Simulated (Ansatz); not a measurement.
# CuRhSe2: the cost of one run

Program: Ansatz 0.2.0. Level of theory: DFT PBE+U (U_eff = 4 eV on Rh d), plane waves, PAW. These are calculated values, not measurements.

## Step 1: Starting point

Symmetry: R-3m, No. 166, trigonal system. Conventional cell: a = 3.800 Å, b = 3.800 Å, c = 20.694 Å, α = 90.00°, β = 90.00°, γ = 120.00°. Around Cu (site symmetry -3m) lie 6 Se at 3.02 Å. Rh (site symmetry -3m) is surrounded by 6 Se at 2.59 Å. Se (site symmetry 3m) has 3 Rh at 2.59 Å and 3 Cu at 3.02 Å as nearest neighbours.

Structure file:

```
Cu Rh Se
1.0
     1.90012    1.09703    6.89816
    -1.90012    1.09703    6.89816
     0.00000   -2.19407    6.89816
Cu Rh Se
1 1 2
Cartesian
  0.0000 0.0000 10.3472
  0.0000 0.0000 0.0000
  0.0000 0.0000 5.5192
  0.0000 0.0000 15.1753
```

Magnetic order typed: ferromagnetic.

## Step 2: From atoms, symmetry kept, no search

input.yaml

```yaml
crystal:
  lattice:
    - [1.90011889, 1.09703415, 6.89815667]
    - [-1.90011889, 1.09703415, 6.89815667]
    - [0.0, -2.19406831, 6.89815667]
  atoms:
    - { symbol: Cu, position: [0.5, 0.5, 0.5] }
    - { symbol: Rh, position: [0.0, 0.0, 0.0], spin: 4.0 }
    - { symbol: Se, position: [0.2667, 0.2667, 0.2667] }
    - { symbol: Se, position: [0.7333, 0.7333, 0.7333] }
basis:
  ecutwfc: 420
  ecutrho_ratio: 4
kpoints:
  mp_grid: { grid: [6, 6, 6] }
hamiltonian:
  xc: pbe
  hubbard: { sites: [{ site: 1, l: d, u_eff: 4.0 }] }
scf:
  occupations: { method: gaussian, width: 0.05 }
  lower_state_search: "off"
  max_iter: 150
output:
  forces: true
  stress: true
  eigenvalues: true
  populations: true
  hubbard: { sites: [{ site: 1, l: d }] }
magnetization:
  spin_polarized: true
```

The run is started by

```
$ ansatz run input.yaml --threads 2 --pin off --max-ram 3072MiB --backend cpu --events-out ev --progress --plain --runs-dir out
```

What time and memory should one allow on 2 threads of Arm Neoverse N1, shared host?

About 33 s, with a peak of 0.58 GiB.
